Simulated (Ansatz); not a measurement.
# CuHS: functionals against CCSD(T) at one geometry

Aim: energy, forces and dipole at a structure displaced at random from a GFN2-xTB minimum, from CCSD(T) and from density functionals.

Method: single points in def2-TZVPP; program: Ansatz 0.2.0, Gaussian basis.

Cores are frozen in the correlated methods. The 3s and 3p shells of Cu and Zn are frozen; filled d shells are correlated.

## 1. The system as given

SMILES `[SH][Cu]`, 3 atoms, charge 0, spin multiplicity 1.

Atoms are counted from 1 here; the program's logs count them from 0.

Bond lengths: S1–Cu2 1.996 Å, S1–H3 1.495 Å. Angles: Cu2–S1–H3 103.0°.

As a file:

```xyz
3

S    -0.4055    0.4560   -0.1435
Cu    1.3352   -0.0271    0.7046
H    -0.9169   -0.8602   -0.6343
```

## 2. CCSD(T)/def2-TZVPP

run/in.yaml

```yaml
crystal:
  periodic: [false, false, false]
  atoms:
    - {symbol: S, position_ang: [-0.405500, 0.456000, -0.143500]}
    - {symbol: Cu, position_ang: [1.335200, -0.027100, 0.704600]}
    - {symbol: H, position_ang: [-0.916900, -0.860200, -0.634300]}
basis:
  gaussian: {orbitals: def2-TZVPP}
correlation: {method: ccsd_t, frozen_orbitals: {Cu: 9, H: 0, S: 5}}
output: {forces: true}
```

The command line of these runs was not kept.

## 3. PBE0-D4/def2-TZVPP

Edit run/in.yaml of step 2 so:

```diff
@@ -8,3 +8,3 @@
   gaussian: {orbitals: def2-TZVPP}
-correlation: {method: ccsd_t, frozen_orbitals: {Cu: 9, H: 0, S: 5}}
-output: {forces: true}
+hamiltonian: {xc: pbe0, dispersion: d4}
+output: {forces: true, orbitals: {seedname: orbitals}}
```

## 4. wB97M-V/def2-TZVPP

Edit run/in.yaml of step 3 so:

```diff
@@ -8,3 +8,3 @@
   gaussian: {orbitals: def2-TZVPP}
-hamiltonian: {xc: pbe0, dispersion: d4}
-output: {forces: true, orbitals: {seedname: orbitals}}
+hamiltonian: {xc: {name: wB97M-V}}
+output: {forces: true}
```

## 5. r2SCAN-D4/def2-TZVPP

Edit run/in.yaml of step 4 so:

```diff
@@ -8,3 +8,3 @@
   gaussian: {orbitals: def2-TZVPP}
-hamiltonian: {xc: {name: wB97M-V}}
+hamiltonian: {xc: r2scan, dispersion: d4}
 output: {forces: true}
```

## 6. PBE-D4/def2-TZVPP

Edit run/in.yaml of step 5 so:

```diff
@@ -8,3 +8,3 @@
   gaussian: {orbitals: def2-TZVPP}
-hamiltonian: {xc: r2scan, dispersion: d4}
+hamiltonian: {xc: pbe, dispersion: d4}
 output: {forces: true}
```

## 7. revPBE-D4/def2-TZVPP

Edit run/in.yaml of step 6 so:

```diff
@@ -8,3 +8,3 @@
   gaussian: {orbitals: def2-TZVPP}
-hamiltonian: {xc: pbe, dispersion: d4}
+hamiltonian: {xc: {name: revPBE}, dispersion: d4}
 output: {forces: true}
```

## 8. r2SCANh-D4/def2-TZVPP

Edit run/in.yaml of step 7 so:

```diff
@@ -8,3 +8,3 @@
   gaussian: {orbitals: def2-TZVPP}
-hamiltonian: {xc: {name: revPBE}, dispersion: d4}
+hamiltonian: {xc: {name: r2SCANh}, dispersion: d4}
 output: {forces: true}
```

(Steps that only read results are left out.)

Before running it: what results should come out? Wanted: energy less free atoms, CCSD(T)/def2-TZVPP; RMS force component; RMS force error; HOMO and LUMO, PBE0-D4; T1 diagnostic.

The runs gave:

```
                                  quantity                                                                                                value
energy less free atoms, CCSD(T)/def2-TZVPP                                                                                      -141.3 kcal/mol
                       RMS force component                                                                 1.387 to 1.672 eV/Å over the methods
                           RMS force error  PBE0-D4 0.082, wB97M-V 0.024, r2SCAN-D4 0.300, PBE-D4 0.271, revPBE-D4 0.216, r2SCANh-D4 0.235 eV/Å
                    HOMO and LUMO, PBE0-D4                                                                                   -6.30 and -2.41 eV
                             T1 diagnostic                                                                                                0.029
```

In words: Against CCSD(T) the functionals' energies less atoms differ by -11.3 to -4.0 kcal/mol, PBE-D4 by -11.3 kcal/mol. A larger basis would deepen the CCSD(T) value, while the functionals are nearly converged already, so the order here is not reliable. For forces wB97M-V does best and r2SCAN-D4 worst. Frozen-core CCSD(T) forces in triple zeta carry basis errors of their own, and this is one geometry, so small gaps rank nothing. The T1 diagnostic is large here, over the usual mark for main-group molecules (transition-metal compounds often pass it harmlessly), so CCSD(T) itself may be off.
